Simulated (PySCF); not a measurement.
# A gas-phase reaction: CH5ClGe + N2O → CH5ClGeO + N2

Wanted: the reaction energy for `[CH3][GeH2][Cl]` + `[N-]=[N+]=O` → `[CH3][GeH]([OH])[Cl]` + `N#N`.

Programs: PySCF 2.14.0. All values are calculated, for the isolated system unless a continuum is named. Atoms count from 0, parts from 1.

### 1 The system as given

Each species was relaxed by itself at PBE0-D3(BJ)/def2-SVPD.

### 2 Reaction energy: wB97M-D3(BJ)/def2-TZVPD

Job settings and geometry (Å):

```
{"job": {"kind": "react", "xc": "wB97M-D3(BJ)", "basis": "def2-TZVPD"}, "charge": 0, "multiplicity": 1}
-1 CH5ClGe charge 0 multiplicity 1
C     -1.083320    -0.142180    -0.140410
Ge     0.813680     0.230490    -0.010440
Cl     1.864190    -1.448170    -0.938660
H     -1.662120     0.678920     0.306930
H     -1.372960    -0.249210    -1.193990
H     -1.319500    -1.074170     0.389720
H      1.320070     0.286600     1.437490
H      1.241520     1.472060    -0.804940

-1 N2O charge 0 multiplicity 1
N      1.138960    -0.132130    -0.003480
N      0.021600    -0.003240     0.004770
O     -1.147490     0.131600     0.013410

+1 CH5ClGeO charge 0 multiplicity 1
C     -1.367710     0.023560    -0.164170
Ge     0.478340     0.366210     0.250780
O      1.383720    -1.034990    -0.363120
Cl     1.155860     2.135350    -0.838100
H     -1.680380    -0.911410     0.321210
H     -1.482930    -0.079970    -1.250830
H     -2.001220     0.846840     0.190100
H      0.835790     0.642560     1.718770
H      2.339810    -0.964020    -0.295500

+1 N2 charge 0 multiplicity 1
N      0.511060     0.173800     0.098590
N     -0.511080    -0.173780    -0.098600
```

With the program's defaults for keys left out, this is: wB97M-D3(BJ)/def2-TZVPD reaction energy of separated species, gas phase.

Run with:

```console
$ OMP_NUM_THREADS=1 python cluster_run.py task.json out
```

The driver reads the jobs from task.json and runs them one after another.

Standard output:

```text
species 1 (CH5ClGe)
coarse grid: 31272 points
cycle   1  E = -2578.4082733801  dE = -5.839e-01  |g| = 6.635e-01  |ddm| = 2.265e+00
cycle   2  E = -2578.4214542103  dE = -1.318e-02  |g| = 6.946e-01  |ddm| = 9.826e-01
cycle   3  E = -2578.4647182385  dE = -4.326e-02  |g| = 2.806e-02  |ddm| = 4.391e-01
cycle   4  E = -2578.4649558536  dE = -2.376e-04  |g| = 1.388e-02  |ddm| = 4.753e-02
cycle   5  E = -2578.4650061335  dE = -5.028e-05  |g| = 2.816e-03  |ddm| = 1.794e-02
cycle   6  E = -2578.4650093179  dE = -3.184e-06  |g| = 4.746e-04  |ddm| = 6.530e-03
final grid: 62856 points
cycle   7  E = -2578.4648363405  dE = -2.169e-07  |g| = 2.088e-04  |ddm| = 3.071e-03
cycle   8  E = -2578.4648363682  dE = -2.762e-08  |g| = 1.142e-04  |ddm| = 6.033e-04
cycle   9  E = -2578.4648363733  dE = -5.138e-09  |g| = 5.100e-05  |ddm| = 1.608e-04
cycle  10  E = -2578.4648363749  dE = -1.624e-09  |g| = 1.270e-05  |ddm| = 1.404e-04
cycle  11  E = -2578.4648363750  dE = -3.638e-11  |g| = 2.998e-06  |ddm| = 1.643e-05
converged SCF energy = -2578.4648363750

species 2 (N2O)
coarse grid: 15424 points
cycle   1  E = -184.6618542520  dE =  6.983e-01  |g| = 8.261e-01  |ddm| = 1.717e+00
cycle   2  E = -184.5841358712  dE =  7.772e-02  |g| = 1.134e+00  |ddm| = 9.884e-01
cycle   3  E = -184.7852494434  dE = -2.011e-01  |g| = 1.174e-01  |ddm| = 4.952e-01
cycle   4  E = -184.7864118632  dE = -1.162e-03  |g| = 8.425e-02  |ddm| = 1.014e-01
cycle   5  E = -184.7877132178  dE = -1.301e-03  |g| = 1.003e-02  |ddm| = 4.527e-02
cycle   6  E = -184.7877335227  dE = -2.030e-05  |g| = 1.578e-03  |ddm| = 1.117e-02
cycle   7  E = -184.7877344144  dE = -8.916e-07  |g| = 4.463e-04  |ddm| = 4.008e-03
final grid: 33192 points
cycle   8  E = -184.7877160986  dE = -2.584e-08  |g| = 5.818e-04  |ddm| = 1.827e-03
cycle   9  E = -184.7877159538  dE =  1.448e-07  |g| = 1.087e-03  |ddm| = 7.519e-04
cycle  10  E = -184.7877161697  dE = -2.159e-07  |g| = 4.362e-05  |ddm| = 5.313e-04
cycle  11  E = -184.7877161703  dE = -5.393e-10  |g| = 2.656e-05  |ddm| = 9.230e-05
converged SCF energy = -184.7877161703

species 3 (CH5ClGeO)
coarse grid: 36456 points
cycle   1  E = -2653.6387509691  dE = -3.761e-01  |g| = 9.494e-01  |ddm| = 2.394e+00
cycle   2  E = -2653.6019796762  dE =  3.677e-02  |g| = 1.141e+00  |ddm| = 1.351e+00
cycle   3  E = -2653.7759544869  dE = -1.740e-01  |g| = 7.656e-02  |ddm| = 6.776e-01
cycle   4  E = -2653.7769868339  dE = -1.032e-03  |g| = 4.278e-02  |ddm| = 8.699e-02
cycle   5  E = -2653.7772640431  dE = -2.772e-04  |g| = 6.681e-03  |ddm| = 3.255e-02
cycle   6  E = -2653.7772772815  dE = -1.324e-05  |g| = 2.780e-03  |ddm| = 1.234e-02
cycle   7  E = -2653.7772792102  dE = -1.929e-06  |g| = 4.744e-04  |ddm| = 3.897e-03
final grid: 74064 points
cycle   8  E = -2653.7772111053  dE = -2.389e-07  |g| = 2.157e-04  |ddm| = 3.954e-03
cycle   9  E = -2653.7772111349  dE = -2.965e-08  |g| = 1.562e-04  |ddm| = 6.878e-04
cycle  10  E = -2653.7772111408  dE = -5.895e-09  |g| = 6.663e-05  |ddm| = 1.689e-04
cycle  11  E = -2653.7772111432  dE = -2.387e-09  |g| = 2.070e-05  |ddm| = 1.616e-04
cycle  12  E = -2653.7772111434  dE = -1.487e-10  |g| = 5.223e-06  |ddm| = 3.254e-05
converged SCF energy = -2653.7772111434

species 4 (N2)
coarse grid: 10240 points
cycle   1  E = -109.6045703579  dE =  4.456e-02  |g| = 1.682e-01  |ddm| = 1.300e+00
cycle   2  E = -109.6103813963  dE = -5.811e-03  |g| = 7.387e-02  |ddm| = 1.523e-01
cycle   3  E = -109.6112818887  dE = -9.005e-04  |g| = 6.548e-03  |ddm| = 4.575e-02
cycle   4  E = -109.6112960728  dE = -1.418e-05  |g| = 1.069e-03  |ddm| = 1.769e-02
cycle   5  E = -109.6112965531  dE = -4.803e-07  |g| = 2.349e-04  |ddm| = 1.190e-03
final grid: 21984 points
cycle   6  E = -109.6112966630  dE = -3.440e-08  |g| = 7.865e-05  |ddm| = 5.364e-04
cycle   7  E = -109.6112966658  dE = -2.766e-09  |g| = 2.996e-05  |ddm| = 1.369e-04
cycle   8  E = -109.6112966660  dE = -2.765e-10  |g| = 8.371e-06  |ddm| = 5.169e-05
converged SCF energy = -109.6112966660

Reaction energy = -85.515 kcal/mol
```

Run time: 61 s. Hardware: 1 thread of Arm Neoverse N1, shared host; peak memory 0.78 GiB.

Species by species (with the dispersion term, which the log's SCF energies lack):

```tsv
ν	species	energy (Eh)	HOMO (eV)
-1	[CH3][GeH2][Cl]	-2578.47200	-10.82
-1	[N-]=[N+]=O	-184.78947	-12.17
+1	[CH3][GeH]([OH])[Cl]	-2653.78571	-10.93
+1	N#N	-109.61204	-14.89
```

### 3 Energies of the species: PBE0-D3(BJ)/def2-TZVPD

The job, as its differences from that of step 2:

```diff
@@ -1,2 +1,2 @@
-{"job": {"kind": "react", "xc": "wB97M-D3(BJ)", "basis": "def2-TZVPD"}, "charge": 0, "multiplicity": 1}
+{"job": {"kind": "react", "xc": "PBE0", "basis": "def2-TZVPD", "disp": "d3bj"}, "charge": 0, "multiplicity": 1}
 -1 CH5ClGe charge 0 multiplicity 1
```

Method: PBE0-D3(BJ)/def2-TZVPD reaction energy of separated species, gas phase.

Standard output:

```text
species 1 (CH5ClGe)
coarse grid: 31272 points
cycle   1  E = -2577.8628208772  dE = -5.910e-01  |g| = 7.341e-01  |ddm| = 2.331e+00
cycle   2  E = -2577.8258921442  dE =  3.693e-02  |g| = 9.200e-01  |ddm| = 1.167e+00
cycle   3  E = -2577.9270791138  dE = -1.012e-01  |g| = 2.973e-02  |ddm| = 6.420e-01
cycle   4  E = -2577.9272144736  dE = -1.354e-04  |g| = 1.568e-02  |ddm| = 3.702e-02
cycle   5  E = -2577.9272816827  dE = -6.721e-05  |g| = 3.178e-03  |ddm| = 1.478e-02
cycle   6  E = -2577.9272839892  dE = -2.307e-06  |g| = 1.429e-03  |ddm| = 3.359e-03
final grid: 62856 points
cycle   7  E = -2577.9272299391  dE =  2.140e-07  |g| = 1.717e-03  |ddm| = 5.699e-03
cycle   8  E = -2577.9272295093  dE =  4.299e-07  |g| = 2.148e-03  |ddm| = 2.766e-03
cycle   9  E = -2577.9272306925  dE = -1.183e-06  |g| = 1.110e-04  |ddm| = 1.532e-03
cycle  10  E = -2577.9272306947  dE = -2.262e-09  |g| = 4.928e-06  |ddm| = 8.262e-05
cycle  11  E = -2577.9272306947  dE =  3.183e-12  |g| = 1.957e-06  |ddm| = 6.469e-06
converged SCF energy = -2577.9272306947

species 2 (N2O)
coarse grid: 3216 points
cycle   1  E = -184.4533514333  dE =  7.159e-01  |g| = 7.389e-01  |ddm| = 1.711e+00
cycle   2  E = -184.1505235600  dE =  3.028e-01  |g| = 1.537e+00  |ddm| = 1.025e+00
cycle   3  E = -184.5233535204  dE = -3.728e-01  |g| = 3.648e-01  |ddm| = 7.204e-01
cycle   4  E = -184.5485720882  dE = -2.522e-02  |g| = 9.415e-02  |ddm| = 2.247e-01
cycle   5  E = -184.5502199189  dE = -1.648e-03  |g| = 6.991e-03  |ddm| = 4.644e-02
cycle   6  E = -184.5502270173  dE = -7.098e-06  |g| = 2.068e-03  |ddm| = 4.698e-03
final grid: 33192 points
cycle   7  E = -184.5460650441  dE =  2.370e-05  |g| = 1.463e-02  |ddm| = 5.292e-02
cycle   8  E = -184.5457610157  dE =  3.040e-04  |g| = 4.190e-02  |ddm| = 2.711e-02
cycle   9  E = -184.5461037647  dE = -3.427e-04  |g| = 2.980e-03  |ddm| = 2.079e-02
cycle  10  E = -184.5461053407  dE = -1.576e-06  |g| = 4.774e-04  |ddm| = 1.417e-03
cycle  11  E = -184.5461053772  dE = -3.654e-08  |g| = 8.117e-05  |ddm| = 2.509e-04
cycle  12  E = -184.5461053787  dE = -1.426e-09  |g| = 1.171e-05  |ddm| = 7.213e-05
cycle  13  E = -184.5461053787  dE = -3.010e-11  |g| = 6.766e-07  |ddm| = 7.767e-06
converged SCF energy = -184.5461053787

species 3 (CH5ClGeO)
coarse grid: 36456 points
cycle   1  E = -2652.9866793599  dE = -3.592e-01  |g| = 1.042e+00  |ddm| = 2.478e+00
cycle   2  E = -2652.6738791939  dE =  3.128e-01  |g| = 1.698e+00  |ddm| = 1.783e+00
cycle   3  E = -2653.1354096194  dE = -4.615e-01  |g| = 2.256e-01  |ddm| = 1.198e+00
cycle   4  E = -2653.1445214698  dE = -9.112e-03  |g| = 5.685e-02  |ddm| = 1.853e-01
cycle   5  E = -2653.1449439656  dE = -4.225e-04  |g| = 1.022e-02  |ddm| = 4.289e-02
cycle   6  E = -2653.1449686298  dE = -2.466e-05  |g| = 3.568e-03  |ddm| = 1.289e-02
cycle   7  E = -2653.1449712406  dE = -2.611e-06  |g| = 5.684e-04  |ddm| = 2.868e-03
final grid: 74064 points
cycle   8  E = -2653.1450105421  dE = -1.618e-08  |g| = 7.196e-04  |ddm| = 5.046e-03
cycle   9  E = -2653.1450104400  dE =  1.021e-07  |g| = 1.001e-03  |ddm| = 1.133e-03
cycle  10  E = -2653.1450106621  dE = -2.221e-07  |g| = 1.112e-04  |ddm| = 6.368e-04
cycle  11  E = -2653.1450106645  dE = -2.341e-09  |g| = 1.553e-05  |ddm| = 7.464e-05
cycle  12  E = -2653.1450106645  dE = -5.957e-11  |g| = 2.370e-06  |ddm| = 1.465e-05
converged SCF energy = -2653.1450106645

species 4 (N2)
coarse grid: 2128 points
cycle   1  E = -109.4495275972  dE =  1.300e-01  |g| = 1.031e-01  |ddm| = 1.274e+00
cycle   2  E = -109.4509621509  dE = -1.435e-03  |g| = 4.739e-02  |ddm| = 1.016e-01
cycle   3  E = -109.4513851900  dE = -4.230e-04  |g| = 9.132e-03  |ddm| = 3.531e-02
cycle   4  E = -109.4514018662  dE = -1.668e-05  |g| = 5.128e-04  |ddm| = 5.399e-03
cycle   5  E = -109.4514019135  dE = -4.722e-08  |g| = 7.832e-05  |ddm| = 4.394e-04
final grid: 21984 points
cycle   6  E = -109.4466153776  dE = -6.425e-06  |g| = 2.498e-03  |ddm| = 5.402e-02
cycle   7  E = -109.4466160137  dE = -6.361e-07  |g| = 1.566e-03  |ddm| = 2.614e-03
cycle   8  E = -109.4466165014  dE = -4.877e-07  |g| = 4.519e-05  |ddm| = 9.688e-04
cycle   9  E = -109.4466165018  dE = -3.997e-10  |g| = 4.957e-06  |ddm| = 5.019e-05
converged SCF energy = -109.4466165018

Reaction energy = -74.552 kcal/mol
```

Wall time 35 s (1 thread of Arm Neoverse N1, shared host); peak memory 0.7 GiB.

Reaction energy at this level: -74.55 kcal/mol.

### 4 Side by side

Energies in kcal/mol, with wall time:

```tsv
run	reaction	time
wB97M-D3(BJ)/def2-TZVPD	-85.52	61 s
PBE0-D3(BJ)/def2-TZVPD	-74.55	35 s
```

### 5 Results

| quantity | value |
| --- | --- |
| reaction energy (wB97M-D3(BJ)/def2-TZVPD) | -85.52 kcal/mol |
| ΔH, ΔG at 298 K (xTB thermal terms) | -85.5, -85.9 kcal/mol |
| range of the reaction energy over the runs of this table | -85.52 to -74.55 kcal/mol |

**Reading.** The reaction is exothermic by 85.5 kcal/mol in the gas phase; dispersion gives -0.20, and xTB itself gave -10.19 for the electronic energy (xTB energies and thermal terms come from the earlier relaxation of each species, not shown). No barrier was sought. xTB and this level differ widely in the electronic energy, so what comes from xTB (the thermal terms above all) is less safe here. The reaction energy runs from -85.52 (wB97M-D3(BJ)/def2-TZVPD) to -74.55 kcal/mol (PBE0-D3(BJ)/def2-TZVPD).
